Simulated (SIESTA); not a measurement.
# Sn3Se under changes of volume

One of the cells (27.189 Å³/atom); the others are scaled copies at fixed shape and fractional positions:

```
Sn Se
1.0
     4.77328    0.00000    0.00000
     0.00000    4.77328    0.00000
     0.00000    0.00000    4.77328
Sn Se
3 1
Direct
  0.50000 0.50000 0.00000
  0.50000 0.00000 0.50000
  0.00000 0.50000 0.50000
  0.00000 0.00000 0.00000
```

The cell comes from a database or a generator and needn't be the stable form of this composition.

```yaml
Program: SIESTA 5.4.2
Functional: PBE
Potentials_or_basis: PseudoDojo 0.4 standard (PBE files)
Basis: DZP (energy shift 0.003 Ry; two zetas on semicore shells)
Grid_cutoff: 500 Ry
Energy_shift: 0.003 Ry
k_mesh: 6 × 6 × 6
Occupations: fermi-dirac, width 0.05 eV
Spin: no spin polarisation
```

```csv
volume (Å³/atom),energy over the lowest point (meV/atom),pressure (GPa)
25.056,28.77,4.7
25.590,15.32,3.3
26.123,6.51,2.0
27.189,0.00,0.1
27.722,1.23,-0.8
28.255,?,?
```

Q: What does the run at 28.255 Å³/atom give?

A: Energy over the lowest point 4.94 meV/atom; pressure -1.4 GPa.

Worked out: A Birch-Murnaghan fit of order 3 (a polynomial in V^(-2/3)) to the other rows has its minimum at 27.21 Å³/atom with B0 = V·E''(V) = 43 GPa (rough, since the energies scatter). It gives 4.82 meV/atom at 28.255 Å³/atom, against the run's 4.94, and -dE/dV = -1.4 GPa, against -1.4.

Energies are extrapolated to zero smearing.

Caveats: the basis of atomic orbitals isn't converged, which shifts pressures, moduli and gaps.
